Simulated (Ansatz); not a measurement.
Predict the output of the script below (the Ansatz DFT code, driven from Python).

Script `relax_ge3pd.py`:
```python
# -*- coding: utf-8 -*-
'''Geometry optimisation of Ge3Pd from a disturbed start.'''

import ansatz as az
from ase import Atoms
from ase.neighborlist import neighbor_list
import numpy as np


def main():
    vectors = np.array([
        [4.142023, 0.0, 0.0],
        [0.0, 4.142023, 0.0],
        [0.0, 0.0, 4.142023],
    ])
    system = (
        az.Lattice.of(vectors)
        .atom('Ge', [0.0, 0.5, 0.5])
        .atom('Ge', [0.5, 0.0, 0.5])
        .atom('Ge', [0.5, 0.5, 0.0])
        .atom('Pd', [0.0, 0.0, 0.0])
    )
    # push one atom off its site

    calc = (
        system.move(2, to=[0.507243, 0.507243, 0.0]).calculation()
        .occupations('gaussian', width=0.05)
        .initial_density(normalization='cell')
        .accuracy('low')
        .pseudopotentials('nc')
        .scf(tolerance=1e-07, max_iterations=80, extra_bands=16)
        .kpoints(5, 5, 5)
        .functional('pbe')
        .relax(max_steps=40)
    )
    steps = []


    def collect(event):
        if event['event'] == 'relax_step':
            steps.append(event['data'])


    res = calc.session().plan().execute(on_event=collect)
    r = res.report
    print('step   energy (eV)     max comp. (eV/A)  SCF')
    for s in steps:
        print(f'{s["step"]:4d} {s["lagrangian_ev"]:15.5f} {s["allowed_force_max_ev_ang"]:12.4f} {s["n_scf"]:5d}')

    first, last = steps[0], steps[-1]
    symbols = [site.symbol for site in res.lattice.sites]
    print(f'energy gained {first["lagrangian_ev"] - last["lagrangian_ev"]:.4f} eV in {len(steps) - 1} steps')

    moved = np.linalg.norm(np.array(last['positions_ang']) - np.array(first['positions_ang']), axis=1)
    print('displacement by atom (A):', ' '.join(f'{s}:{d:.3f}' for s, d in zip(symbols, moved)))

    final = Atoms(symbols, positions=last['positions_ang'], cell=res.lattice.cell_ang, pbc=True)
    i, j, d = neighbor_list('ijd', final, 4.5)
    print('neighbours within 1.15 times the shortest distance of each atom (A)')
    for atom in range(len(final)):
        near = [m for m in np.argsort(d) if i[m] == atom]
        shell = [m for m in near if d[m] < 1.15 * d[near[0]]]
        print(f'{symbols[atom]}{atom} ({len(shell)}):', ', '.join(f'{symbols[j[m]]} {d[m]:.3f}' for m in shell))

    energy = r['free_energy_ev']
    print('Ge3Pd: {:.6f} eV = {:.6f} Ry = {:.6f} Ha'.format(energy, energy / 13.605693, energy / 27.211386))
    print('Fermi level {:.4f} eV, {} k-points, {} symmetry operations'.format(r['fermi_energy_ev'], r['n_kpoints'], r['n_symmetry_ops']))


if __name__ == '__main__':
    main()
```

Running `python relax_ge3pd.py` prints:
```text
DeckWarning: basis.ecutwfc = 1115.666836 eV, auto-derived from the records' recommended cutoffs: set by Pd (normal level)
step   energy (eV)     max comp. (eV/A)  SCF
   1    -10977.13156       0.0510    11
   2    -10977.13264       0.0095     5
   3    -10977.13279       0.0119     6
   4    -10977.13460       0.0497     8
   5    -10977.14089       0.0945     7
   6    -10977.15666       0.0968     7
   7    -10977.16775       0.0974     9
   8    -10977.17537       0.0152     7
   9    -10977.17551       0.0039     5
energy gained 0.0439 eV in 8 steps
displacement by atom (A): Ge:0.226 Ge:0.226 Ge:0.070 Pd:0.376
neighbours within 1.15 times the shortest distance of each atom (A)
Ge0 (10): Pd 2.700, Pd 2.700, Ge 2.793, Ge 2.793, Ge 2.855, Ge 2.930, Ge 2.930, Ge 3.002, Ge 3.080, Ge 3.080
Ge1 (10): Pd 2.700, Pd 2.700, Ge 2.793, Ge 2.793, Ge 2.855, Ge 2.930, Ge 2.930, Ge 3.002, Ge 3.080, Ge 3.080
Ge2 (7): Pd 2.581, Ge 2.793, Ge 2.793, Ge 2.793, Ge 2.793, Pd 2.949, Pd 2.949
Pd3 (7): Ge 2.581, Ge 2.700, Ge 2.700, Ge 2.700, Ge 2.700, Ge 2.949, Ge 2.949
Ge3Pd: -10977.175506 eV = -806.807526 Ry = -403.403763 Ha
Fermi level 13.8229 eV, 27 k-points, 4 symmetry operations
```
(Warnings from the package without file and line.)

Notes:
- These settings explore the input space; cutoff and mesh may be short of convergence.
- The mesh is modest for a metal, so energies can be off by several to tens of meV an atom and pressures by half a GPa or more; differences at equal mesh fare better.
- Only differences from the Fermi energy are physical; the zero of the scale is a convention.
- Energies along a relaxation are free energies. A last row that repeats the one before re-solves the same geometry more tightly.
- The cell relaxed to the group Amm2; tensors and edges are in the axes of the typed cell.
- This cell is a computed structure, which may not be the phase found in nature.
- Wall time of the script: 3.2 min on 1 thread of Arm Neoverse V1, with other jobs on the host, peak memory 0.57 GiB.

(A comment or docstring line of the script was reworded after the run, the code is as it ran; lines on the test bed's own set-up are left out of the output.)
